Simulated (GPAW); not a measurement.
# BiS (R-3m) in GPAW: single point with PBE

Aim: the single point of BiS with PBE.

Program: GPAW 26.7.0. These are calculated values, not measurements. Logs are shortened: lines on timing, memory, paths and dates and some standing lists are left out, and cuts for length are marked. The log counts tension as positive stress, the text compression.

**1. The cell of the first run**

It takes space group R-3m (No. 166, trigonal). Conventional cell: a = 4.176 Å, b = 4.176 Å, c = 10.501 Å, α = 90.00°, β = 90.00°, γ = 120.00°. Bi (site symmetry -3m) is surrounded by 6 S at 2.98 Å. S (site symmetry -3m) is surrounded by 6 Bi at 2.98 Å.

The cell was built by a generator and needn't be a form met in nature.

**2. Single point, PBE (strain = -0.01)**

run.py reads:

```python
from ase import Atoms
from ase.dft.bandgap import bandgap
from ase.io import write
from ase.units import GPa
from gpaw import GPAW, PW

atoms = Atoms(['Bi', 'S'],
              cell=[[2.0881781613, 1.205610219, 3.50048748],
                    [-2.0881781613, 1.205610219, 3.50048748],
                    [0.0, -2.4112204479, 3.50048748]],
              scaled_positions=[[0.0, 0.0, 0.0],
                                [0.5, 0.5, 0.5]],
              pbc=True)

calc = GPAW(mode=PW(600),
            xc='PBE',
            kpts={'size': (8, 8, 8), 'gamma': True},
            occupations={'name': 'fermi-dirac', 'width': 0.05},
            nbands=20,
            convergence={'density': 1e-05, 'energy': 1e-05},
            maxiter=150,
            txt='gpaw.txt')
atoms.calc = calc
energy = atoms.get_potential_energy()
forces = atoms.get_forces()
stress = atoms.get_stress()
calc.write('gs.gpw')
write('result.traj', atoms)
print(f'Energy: {energy:.6f} eV')
print('Forces (eV/A):')
print(forces.round(4))
print('Stress (GPa):', (stress / GPa).round(3))
print('Fermi level:', round(calc.get_fermi_level(), 4), 'eV')
print(f'Gap: {bandgap(calc)[0]:.4f} eV, direct: {bandgap(calc, direct=True)[0]:.4f} eV')
```

Potentials or basis: GPAW PAW data sets (gpaw-data 1.2.1), pw.

The run is started by

```sh
> OMP_NUM_THREADS=1 python run.py
```

gpaw.txt:

```text
__  _  _
 | _ |_)|_||  |
 |__||  | ||/\| - 26.7.0

Input parameters:
  mode=PW(ecut=600.0),
  convergence={'density': 1e-05, 'energy': 1e-05},
  kpts=MonkhorstPack(size=(8, 8, 8), gamma=True),
  maxiter=150,
  nbands=20,
  occupations=Occupations(name='fermi-dirac', width=0.05),
  xc=XC(name='PBE')

Diagonalizing LCAO Hamiltonian
Converting LCAO to pw mode

       S

       Bi

Atoms  # Å, Bohr magnetons
|   | symbol |        x |         y |        z |    initial magnetic moments |
|---|--------|----------|-----------|----------|-----------------------------|
| 0 |     Bi | 0.000000 |  0.000000 | 0.000000 | ( 0.0000,  0.0000,  0.0000) |
| 1 |      S | 0.000000 | -0.000000 | 5.250731 | ( 0.0000,  0.0000,  0.0000) |

Unit cell  # Å
| periodic |         x |         y |        z |  lengths |    angles |
|----------|-----------|-----------|----------|----------|-----------|
|      yes |  2.088178 |  1.205610 | 3.500487 | 4.250576 | 58.848106 |
|      yes | -2.088178 |  1.205610 | 3.500487 | 4.250576 | 58.848106 |
|      yes |  0.000000 | -2.411220 | 3.500487 | 4.250576 | 58.848106 |

Number of symmetries: 4
Symmetry operations  # r_c * U_cc + t_c -> r_c
|   | kind |            matrix            |
|---|------|------------------------------|
| 0 |  E   |  1, 0, 0,  0, 1, 0,  0, 0, 1 |
| 1 |  σ   |  0, 1, 0,  1, 0, 0,  0, 0, 1 |
| 2 |  C2  |  0,-1, 0, -1, 0, 0,  0, 0,-1 |
| 3 |  i   | -1, 0, 0,  0,-1, 0,  0, 0,-1 |

BZ-sampling:
  Number of BZ points: 512
  Number of IBZ points: 150

  Monkhorst-Pack size: [8, 8, 8]
  Monkhorst-Pack shift: [0.0625, 0.0625, 0.0625]

K-points  # in reciprocal-cell coordinates
|     |                                coordinates |     weight |
|-----|--------------------------------------------|------------|
|   0 | (  0.00000000,   0.00000000,   0.00000000) | 0.00195312 |
|   1 | (  0.00000000,   0.00000000,   0.12500000) | 0.00390625 |
|   2 | (  0.00000000,   0.00000000,   0.25000000) | 0.00390625 |
|   3 | (  0.00000000,   0.00000000,   0.37500000) | 0.00390625 |
|   4 | (  0.00000000,   0.00000000,   0.50000000) | 0.00195312 |
|   5 | (  0.12500000,  -0.12500000,   0.00000000) | 0.00390625 |
|   6 | (  0.12500000,  -0.12500000,   0.12500000) | 0.00781250 |
|   7 | (  0.12500000,  -0.12500000,   0.25000000) | 0.00781250 |
|   8 | (  0.12500000,  -0.12500000,   0.37500000) | 0.00781250 |
|   9 | (  0.12500000,  -0.12500000,   0.50000000) | 0.00390625 |
| ... |                                            |            |
| 149 | (  0.50000000,   0.50000000,   0.50000000) | 0.00195312 |

Plane wave coefficients: 1789
Cutoff: 600.0 eV

Spin-components: 1 (collinear spins)
Bands:           20
Projectors:      11
Spin-degeneracy: 2
Datatype:        complex128

Parallelization:
  kpt:    1
  domain: 1
  band:   1

Density:
  Valence electrons: 21.0
  Components: 1
  Grid points: [25 25 25]
  Charge: 0.0  # |e|

Potential:
  Grid points: [25 25 25]

species:
  Bi:
    name:    Bismuth
    Z:       83.0
    valence: 15
    core:    68
    charge:  0.0  # [|e|]
    compensation charges:
      type: gauss
      rc: 0.38  # [Å]
      lmax: 2
    cutoffs:
      filter: 2.23  # [Å]
      core: 2.33  # [Å]
    projectors
    | kind |    occ | energy [eV] | rcut [Å] |
    |------|--------|-------------|----------|
    |   6s |  2.000 |     -14.385 |    1.286 |
    |   6p |  3.000 |      -4.580 |    1.275 |
    |   5d | 10.000 |     -27.119 |    1.349 |
    |    s |        |      12.827 |    1.286 |
    |    p |        |      22.631 |    1.275 |
    |    d |        |       0.093 |    1.349 |

    Using partial waves for Bi as LCAO basis

  S:
    name:    Sulfur
    Z:       16.0
    valence: 6
    core:    10
    charge:  0.0  # [|e|]
    compensation charges:
      type: gauss
      rc: 0.24  # [Å]
      lmax: 2
    cutoffs:
      filter: 1.77  # [Å]
      core: 1.66  # [Å]
    projectors
    | kind |    occ | energy [eV] | rcut [Å] |
    |------|--------|-------------|----------|
    |   3s |  2.000 |     -17.254 |    0.974 |
    |   3p |  4.000 |      -7.008 |    0.979 |
    |    s |        |       9.957 |    0.974 |
    |    p |        |      20.203 |    0.979 |
    |    d |        |       0.000 |    0.900 |

    Using partial waves for S as LCAO basis

Reference energy: -595706.002850  # eV

eigensolver:
  PPCG
  Converge bands: occupied
  niter=2

density mixing:
  MSR1-Mixer
  Pratt-step length: 0.05
  Maximum mixing coefficient: 0.75
  Old densities: 10
  SVD Regularization: 0.005
  Good broyden scale: 1.0
  Trust region scale: 1.0
  Backstep threshold: 4.0
  History deletion threshold: 6.0
  Fourier metric: weight=20.0, sigma=0.015

occupation numbers:
  Fermi-Dirac:
    width: 0.0500  # eV

poisson solver:
  ecut: 4800.0  # eV

xc functional:
  name: PBE with 2 nearest neighbor stencil

convergence criteria:
- Maximum integral of absolute [dens]ity change: 1e-05 electrons / valence electron
- Maximum [total energy] change in last 3 cyles: 1e-05 eV / valence electron
- Maximum integral of absolute [eigenst]ate change: 4e-08 eV^2 / valence electron
maximum number of iterations: 150

SCF iterations
|iter     | |      energy | eigst |  dens |
|---------|-|-------------|-------|-------|
|iter:   1| |   -9.209703 | -0.35 |       |
|iter:   2| |   -9.130148 | -2.44 | -1.23 |
|iter:   3| |   -8.909549 | -2.43 | -1.29 |
|iter:   4| |   -8.910150 | -3.64 | -1.89 |
|iter:   5| |   -8.911052 | -4.12 | -2.17 |
|iter:   6| |   -8.911094 | -5.51 | -3.28 |
|iter:   7| |   -8.911107c| -5.80 | -3.68 |
|iter:   8| |   -8.911107c| -7.94c| -4.51 |
|iter:   9| |   -8.911107c| -7.70c| -5.28c|

Converged in 9 steps
Energy contributions relative to reference atoms: (reference = -595706.002850)

Energy contributions:
  Kinetic:          21.486885
  Coulomb:         -20.811799
  Zero:             -1.384811
  External:          0.000000
  Xc:               -8.194546
  Entropy:          -0.013672
  Spinorbit:         0.000000
  ----------------------------
  Free energy:      -8.917944
  Extrapolated:     -8.911107

dipole moment: (0.000000, 0.000000, -40.901141)  # |e|*Ang

Fermi level: 6.967
Eigenvalues  # (at kpt = [0.000, 0.000, 0.000])
| band index |      eig [eV] | occ [0-2] |
|------------|---------------|-----------|
|          0 |       -16.796 |     2.000 |
|        ... |               |           |
|          2 |       -16.791 |     2.000 |
|          3 |       -16.787 |     2.000 |
|          4 |       -16.787 |     2.000 |
|          5 |        -8.018 |     2.000 |
|          6 |        -1.779 |     2.000 |
|          7 |         3.479 |     2.000 |
[... 8 lines left out ...]
|         16 |        14.191 |     0.000 |
|         17 |        14.423 |     0.000 |
|        ... |               |           |
|         19 |        14.593 |     0.000 |

No gap
No difference between direct/indirect transitions

Forces  # eV/Ang
|       x |       y |        z |
|---------|---------|----------|
| 0.00000 | 0.00000 | -0.00000 |  # Bi   0
| 0.00000 | 0.00000 |  0.00000 |  # S    1

Stress tensor  # eV/Ang^3
|        x |         y |         z |
|----------|-----------|-----------|
| 0.003893 |  0.000000 |  0.000000 |
| 0.000000 |  0.003888 | -0.000004 |
| 0.000000 | -0.000004 | -0.001970 |

# Writing to gs.gpw (mode='')
```

It took 69 s on 1 thread of Arm Neoverse V2, shared host; peak memory 0.28 GiB.

Results:

```yaml
Free_energy: -8.9179 eV
Pressure: -0.3 GPa
Band_gap_on_the_k_mesh: none (metal or under the smearing width)
```

Levels at points of the mesh, in eV from the Fermi level:
```csv
k point,band 7,band 8,band 9,band 10,band 11,band 12,band 13,band 14
"(0.00, 0.00, 0.00)",-8.75,-3.49,-3.28,-3.28,2.69,2.69,2.73,5.11
"(0.00, 0.00, 0.50)",-11.49,-2.97,-2.90,-1.88,-1.46,-0.31,-0.21,7.24
"(0.50, 0.00, 0.00)",-11.49,-2.97,-2.90,-1.88,-1.46,-0.31,-0.21,7.24
"(0.50, 0.00, 0.50)",-10.26,-6.45,-4.78,-4.62,2.53,3.43,3.44,3.83
"(0.50, 0.50, 0.00)",-10.26,-6.45,-4.78,-4.62,2.53,3.43,3.44,3.83
"(0.50, 0.50, 0.50)",-11.59,-2.85,-2.85,-1.75,-1.28,-0.08,-0.08,7.20
```

Caveat: the density grid can change from cell to cell, which puts small steps into energies and stress; spin-orbit coupling is left out, which moves the levels of the heavy elements.
